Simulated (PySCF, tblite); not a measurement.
# C₇H₇ClN radical: geometry, infrared bands and EPR parameters

What infrared bands and EPR parameters should C₇H₇ClN radical (`N#CC/[C]=C\C=C\CCl`) show?

Computed with tblite 0.8.0 and PySCF 2.14.0, with density-fitted response routines of our own, on a single molecule in the gas phase. Atoms count from 0, in the outputs and in this text.

**1. The starting structure**

16 atoms, charge 0, multiplicity 2; geometry from: force field or distance geometry start.

Bonds of the start (Å): N0–C1 1.15, C1–C2 1.49, C2–C3 1.46, C3–C4 1.30, C4–C5 1.45, C5–C6 1.35, C6–C7 1.49, C7–Cl8 1.78, C2–H9 1.10, C2–H10 1.10, C4–H11 1.08, C5–H12 1.08, C6–H13 1.09, C7–H14 1.09, C7–H15 1.09.

**2. Optimising the geometry with GFN2-xTB**

Job settings and geometry (Å):

```
{"job": {"kind": "relax", "xc": "GFN2-xTB", "basis": "xTB"}, "charge": 0, "multiplicity": 2}
N     -3.697700     1.566600    -0.845100
C     -3.335100     0.900100     0.014100
C     -2.857900     0.037500     1.131600
C     -1.414500    -0.187200     1.112800
C     -0.130500    -0.400400     1.111400
C      0.656100    -0.070600    -0.057900
C      1.989800    -0.253200    -0.113500
C      2.836800     0.082800    -1.295800
Cl     3.643000    -1.393700    -1.885700
H     -3.155700     0.499500     2.086200
H     -3.390100    -0.924300     1.077800
H      0.355700    -0.829100     1.976600
H      0.130000     0.344600    -0.905400
H      2.523300    -0.667400     0.744500
H      3.599200     0.811400    -1.023500
H      2.240100     0.492200    -2.112900
```

Launch:

```
$ OMP_NUM_THREADS=1 python probes_run.py task.json out
```

This one command runs all jobs of the session in turn.

**Question.** This job is followed by: GFN2-xTB harmonic vibrations, gas phase; UKS B3LYP, pcH-1 on C Cl H N, non-relativistic, mean-field spin-orbit, GIAO. Predict these results of the whole session: strongest single infrared mode (GFN2-xTB); zero-point energy (GFN2-xTB); g(iso) (B3LYP); ⟨S²⟩; largest a(iso) (averaged by class); surface potential, 1st and 99th percentile.

**Answer**, as computed:

| quantity | value |
| --- | --- |
| strongest single infrared mode (GFN2-xTB) | 2384 cm⁻¹, 232 km/mol |
| zero-point energy (GFN2-xTB) | 72.1 kcal/mol |
| g(iso) (B3LYP) | 2.00230 |
| ⟨S²⟩ | 0.763 (exact 0.75) |
| largest a(iso) (averaged by class) | 13C on C3, 291.3 MHz |
| surface potential, 1st and 99th percentile | -1.47 V and 1.58 V |

In words: Over 70 steps the energy fell by 0.280 eV; of the close pairs, C1–C2 changed most, 1.490 to 1.448 Å. No mode is imaginary among the 42: a minimum at this level. The strongest single mode, at 2384 cm⁻¹, moves mainly C1 and N0. GFN2-xTB is a fitted tight-binding method: band positions and strengths are rough. Its intensities can rank the bands wrongly. Most of the unpaired spin sits on C3 (1.04 e). The isotropic g lies 0.0 ppt below the free-electron value.
